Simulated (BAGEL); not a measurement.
**CH3BrGe (SMILES [CH3][Ge][Br]): PBE0/cc-pVDZ (density fitting with qzvpp-jkfit)**

Aim: the energy change on altering one bond length of CH3BrGe at PBE0/cc-pVDZ (density fitting with qzvpp-jkfit), from 2 runs. 

The results are computed with BAGEL 1.2.2.

### Step 1. The system as given

The species is CH3BrGe (6 atoms), meant as a singlet with charge 0. SMILES: `[CH3][Ge][Br]`. The shape is that of a PBE0-D4/def2-TZVP optimisation.

Bond lengths: C1–Ge2 1.985 Å, Ge2–Br3 2.358 Å, C1–H4 1.094 Å, C1–H5 1.092 Å, C1–H6 1.094 Å. Angles: C1–Ge2–Br3 96.4°, Ge2–C1–H4 109.5°, Ge2–C1–H5 111.1°, Ge2–C1–H6 109.9°, H4–C1–H5 109.4°, H4–C1–H6 107.2°, H5–C1–H6 109.5°.

### Step 2. The energy at PBE0/cc-pVDZ (density fitting with qzvpp-jkfit)

The input, input.json:

```json
{ "bagel": [

{
  "title": "molecule",
  "basis": "cc-pvdz.json",
  "df_basis": "qzvpp-jkfit",
  "angstrom": true,
  "geometry": [
    { "atom": "C", "xyz": [      -0.427600,       0.399000,      -0.270700 ] },
    { "atom": "Ge", "xyz": [       0.170800,      -0.356300,       1.464600 ] },
    { "atom": "Br", "xyz": [       1.884400,      -1.715100,       0.583800 ] },
    { "atom": "H", "xyz": [       0.401600,       0.936200,      -0.741200 ] },
    { "atom": "H", "xyz": [      -1.269700,       1.080800,      -0.133600 ] },
    { "atom": "H", "xyz": [      -0.717300,      -0.408600,      -0.949200 ] }
  ]
},

{ "title": "ks", "xc_func": "pbe0", "charge": 0 },

{ "title": "print", "file": "orbitals.molden", "orbitals": true }

]}
```

The basis set cc-pVDZ is read from a file made from the Basis Set Exchange's data (not shown).

Started as:

```
$ BAGEL_NUM_THREADS=1 BAGEL input.json > input.out
```

The program printed:

```text
* using 1 threads per process

  ===============================================================
  ===============================================================

  *** Geometry ***

  { "atom" : "C", "xyz" : [     -0.808047,      0.754001,     -0.511549 ] },
  { "atom" : "Ge", "xyz" : [      0.322765,     -0.673309,      2.767693 ] },
  { "atom" : "Br", "xyz" : [      3.561000,     -3.241069,      1.103222 ] },
  { "atom" : "H", "xyz" : [      0.758914,      1.769162,     -1.400665 ] },
  { "atom" : "H", "xyz" : [     -2.399385,      2.042416,     -0.252467 ] },
  { "atom" : "H", "xyz" : [     -1.355501,     -0.772142,     -1.793728 ] },

  Number of auxiliary basis functions:      661

  Since a DF basis is specified, we compute 2- and 3-index integrals:
    o Being stored without compression. Storage requirement is 0.036 GB

  Number of basis functions:       83
  Number of electrons      :       76

    * METHOD: MOLECULE                             0.39

  *** Kohn-Sham DFT ***

    * Removing 9958 points whose weight is below 1.00e-10
    * Grid points: 79478

  === Nuclear Repulsion ===
   381.6709200631

       - DIIS with orbital gradients will be used.

  === KS iteration (pbe0 / cc-pvdz.json) ===
      0      -4666.58130295          0.05758130           0.37
      1      -4369.24495418          0.28150083           0.34
      2      -4612.86298320          0.05332845           0.35
      3      -4479.44805471          0.19537291           0.35
      4      -4480.05113605          0.19433196           0.35
      5      -4481.59175872          0.19073055           0.35
      6      -4481.64654081          0.19069311           0.35
      7      -4477.20827423          0.19051917           0.35
      8      -4546.10047439          0.13300653           0.35
      9      -4663.14352287          0.13539257           0.35
     10      -4688.10034368          0.04576646           0.35
     11      -4684.17022979          0.06077099           0.34
     12      -4690.37158215          0.00886840           0.35
     13      -4690.42384740          0.00382268           0.35
     14      -4690.43131826          0.00106738           0.35
     15      -4690.43195985          0.00024889           0.35
     16      -4690.43200649          0.00008416           0.35
     17      -4690.43201094          0.00003865           0.35
     18      -4690.43201215          0.00000441           0.35
     19      -4690.43201216          0.00000051           0.34
     20      -4690.43201216          0.00000030           0.34
     21      -4690.43201216          0.00000007           0.35
     22      -4690.43201216          0.00000002           0.35
     23      -4690.43201216          0.00000001           0.35
     24      -4690.43201216          0.00000000           0.35
    * SCF iteration converged.

    * Permanent dipole moment:
           (    0.683299,    -0.600937,     0.070652) a.u.

    * METHOD: KS                                   9.05

    * METHOD: PRINT                                0.01

  ===============================================================
```

It took 9.6 s on 1 thread of Arm Neoverse V2, shared host; peak memory 0.39 GiB.

### Step 3. The distorted shape at the same level

The input, calc.json:

```json
{ "bagel": [

{
  "title": "molecule",
  "basis": "cc-pvdz.json",
  "df_basis": "qzvpp-jkfit",
  "angstrom": true,
  "geometry": [
    { "atom": "C", "xyz": [      -0.174961,       0.194453,      -0.311831 ] },
    { "atom": "Ge", "xyz": [       0.423439,      -0.560847,       1.423469 ] },
    { "atom": "Br", "xyz": [       2.137039,      -1.919647,       0.542669 ] },
    { "atom": "H", "xyz": [       0.654239,       0.731653,      -0.782331 ] },
    { "atom": "H", "xyz": [      -1.269700,       1.080800,      -0.133600 ] },
    { "atom": "H", "xyz": [      -0.464661,      -0.613147,      -0.990331 ] }
  ]
},

{
  "title": "ks",
  "xc_func": "pbe0"
},

{
  "title": "print",
  "file": "orbitals.molden",
  "orbitals": true
}

]}
```

The basis set cc-pVDZ is read from a file made from the Basis Set Exchange's data (not shown).

Started as:

```
$ BAGEL_NUM_THREADS=1 BAGEL calc.json > calc.out
```

The program printed:

```text
* using 1 threads per process

  ===============================================================
  ===============================================================

  *** Geometry ***

  { "atom" : "C", "xyz" : [     -0.330628,      0.367463,     -0.589275 ] },
  { "atom" : "Ge", "xyz" : [      0.800184,     -1.059847,      2.689967 ] },
  { "atom" : "Br", "xyz" : [      4.038418,     -3.627607,      1.025496 ] },
  { "atom" : "H", "xyz" : [      1.236333,      1.382624,     -1.478391 ] },
  { "atom" : "H", "xyz" : [     -2.399385,      2.042416,     -0.252467 ] },
  { "atom" : "H", "xyz" : [     -0.878082,     -1.158680,     -1.871454 ] },

  Number of auxiliary basis functions:      661

  Since a DF basis is specified, we compute 2- and 3-index integrals:
    o Being stored without compression. Storage requirement is 0.036 GB

  Number of basis functions:       83
  Number of electrons      :       76

    * METHOD: MOLECULE                             0.40

  *** Kohn-Sham DFT ***

    * Removing 9570 points whose weight is below 1.00e-10
    * Grid points: 79866

  === Nuclear Repulsion ===
   380.0714097939

       - DIIS with orbital gradients will be used.

  === KS iteration (pbe0 / cc-pvdz.json) ===
      0      -4667.01146683          0.05703226           0.39
      1      -4365.59318765          0.26562734           0.36
      2      -4613.60783992          0.05343174           0.35
      3      -4477.73061556          0.20101592           0.35
      4      -4477.72870020          0.20101795           0.36
      5      -4477.21767847          0.19869646           0.35
      6      -4478.02879894          0.19900781           0.35
      7      -4475.95668389          0.19604012           0.35
      8      -4546.71166094          0.13387037           0.35
      9      -4665.66531904          0.10825814           0.35
     10      -4687.97553775          0.04227385           0.35
     11      -4684.20866603          0.06205636           0.35
     12      -4690.33358561          0.00821403           0.35
     13      -4690.37635631          0.00550242           0.35
     14      -4690.39286421          0.00229837           0.35
     15      -4690.39572344          0.00074019           0.35
     16      -4690.39614023          0.00030227           0.35
     17      -4690.39622017          0.00005169           0.35
     18      -4690.39622209          0.00000713           0.35
     19      -4690.39622214          0.00000137           0.35
     20      -4690.39622214          0.00000063           0.35
     21      -4690.39622214          0.00000017           0.35
     22      -4690.39622214          0.00000010           0.35
     23      -4690.39622214          0.00000001           0.35
     24      -4690.39622214          0.00000001           0.35
    * SCF iteration converged.

    * Permanent dipole moment:
           (    0.601160,    -0.529491,     0.053802) a.u.

    * METHOD: KS                                   9.15

    * METHOD: PRINT                                0.01

  ===============================================================
```

Wall time 9.9 s (1 thread of Arm Neoverse V2, shared host); peak memory 0.4 GiB.

### Step 4. Outcome

At PBE0/cc-pVDZ (density fitting with qzvpp-jkfit):

| quantity | value |
| --- | --- |
| first shape: total energy | -4690.43201 Eh |
| first shape: dipole moment | 2.32 D |
| first shape: HOMO energy | -6.74 eV |
| first shape: LUMO energy | -2.70 eV |
| first shape: HOMO–LUMO gap | 4.04 eV |
| distorted shape: total energy | -4690.39622 Eh |
| distorted shape: dipole moment | 2.04 D |
| distorted shape: HOMO energy | -6.81 eV |
| distorted shape: LUMO energy | -2.74 eV |
| distorted shape: HOMO–LUMO gap | 4.07 eV |
| energy change with the C1–H5 bond stretched from 1.092 to 1.420 Å | 0.974 eV |

What this shows: With the C1–H5 bond stretched from 1.092 to 1.420 Å the energy rises by 0.97 eV (22.5 kcal/mol). The first shape isn't relaxed at this level, so the change isn't measured from a minimum.
